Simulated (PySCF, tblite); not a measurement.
**C₅H₁₅N₃Si: geometry, infrared bands and NMR shifts**

Wanted: the infrared bands and NMR shifts of C₅H₁₅N₃Si (`C=C([SiH2]N)N(C)CCN`), by calculation.

The runs use tblite 0.8.0 and PySCF 2.14.0, with density-fitted response routines of our own; the level of theory stands in each step. All values are computed, except where a source is named. Atoms are numbered from 0 throughout.

**1. The starting structure**

24 atoms, charge 0, multiplicity 1; geometry from: force field or distance geometry start.

Bonds of the start (Å): C0–C1 1.36, C1–Si2 1.97, Si2–N3 1.71, C1–N4 1.41, N4–C5 1.48, N4–C6 1.48, C6–C7 1.54, C7–N8 1.46, C0–H9 1.08, C0–H10 1.08, Si2–H11 1.47, Si2–H12 1.49, N3–H13 1.02, N3–H14 1.01, C5–H15 1.09, C5–H16 1.10, C5–H17 1.10, C6–H18 1.10, C6–H19 1.10, C7–H20 1.10, C7–H21 1.10, N8–H22 1.01, N8–H23 1.02.

**2. Geometry optimisation with GFN2-xTB**

Job settings and geometry (Å):

```
{"job": {"kind": "relax", "xc": "GFN2-xTB", "basis": "xTB"}, "charge": 0, "multiplicity": 1}
C      1.855600    -1.346600    -1.098000
C      0.931600    -0.948200    -0.189200
Si     1.647300    -0.718000     1.633800
N      1.751200     0.973500     1.873200
N     -0.429500    -0.712100    -0.478800
C     -0.973700    -0.970800    -1.832100
C     -1.448300    -0.213800     0.472800
C     -1.781700     1.275700     0.235600
N     -0.589100     2.121500     0.201300
H      1.584100    -1.505300    -2.132600
H      2.887100    -1.523600    -0.849900
H      3.001000    -1.278900     1.727700
H      0.708000    -1.284200     2.644900
H      0.852900     1.375000     1.614600
H      2.394800     1.349100     1.195400
H     -2.052700    -0.800600    -1.868300
H     -0.498300    -0.302500    -2.559600
H     -0.793500    -2.017200    -2.119100
H     -2.364900    -0.810300     0.377000
H     -1.136200    -0.351100     1.522000
H     -2.471600     1.633000     1.016100
H     -2.309500     1.374300    -0.726300
H      0.065600     1.684200    -0.439000
H     -0.842200     3.016900    -0.214000
```

The run is started by

```bash
> OMP_NUM_THREADS=1 python probes_run.py task.json out
```

One launch serves the whole session: the jobs run in the order shown.

**Question.** This job is followed by: GFN2-xTB harmonic vibrations, gas phase; GIAO PBE0/pcSseg-1 NMR shielding, non-relativistic, gas phase. What will the session give for the following? strongest single infrared mode (GFN2-xTB); zero-point energy (GFN2-xTB); 13C shifts against TMS (PBE0/pcSseg-1); 1H shifts against TMS (PBE0/pcSseg-1, means over atoms taken as alike); 29Si shifts against TMS (PBE0/pcSseg-1); 15N shifts against NH3 (PBE0/pcSseg-1).

The runs gave:

| quantity | value |
| --- | --- |
| strongest single infrared mode (GFN2-xTB) | 2157 cm⁻¹, 500 km/mol |
| zero-point energy (GFN2-xTB) | 125.2 kcal/mol |
| 13C shifts against TMS (PBE0/pcSseg-1) | 161.6, 98.9, 59.0, 45.0, 38.1 ppm |
| 1H shifts against TMS (PBE0/pcSseg-1, means over atoms taken as alike) | 5.25, 4.37, 4.29, 3.88, 3.12, 2.78, 1.86, 0.84 ppm |
| 29Si shifts against TMS (PBE0/pcSseg-1) | -33.2 ppm |
| 15N shifts against NH3 (PBE0/pcSseg-1) | 90.6, 42.7, 15.8 ppm |

In words: The optimisation took 125 steps and gained 0.531 eV; among the close pairs (by a distance rule), C1–Si2 changed most, from 1.972 to 1.900 Å. All 66 modes are real, so the xTB geometry is a minimum. The strongest single mode, at 2157 cm⁻¹, moves mainly H12 and H11. Unscaled tight-binding wavenumbers are off by several per cent, some by more. Its intensities can rank the bands wrongly. The most deshielded carbon is C1 (alkene carbon bearing nitrogen), at 161.6 ppm: an sp2 carbon further deshielded by the attached heteroatom. At PBE0/pcSseg-1: The widest tensor belongs to C1: span 216 ppm, with a paramagnetic part of -234 ppm.
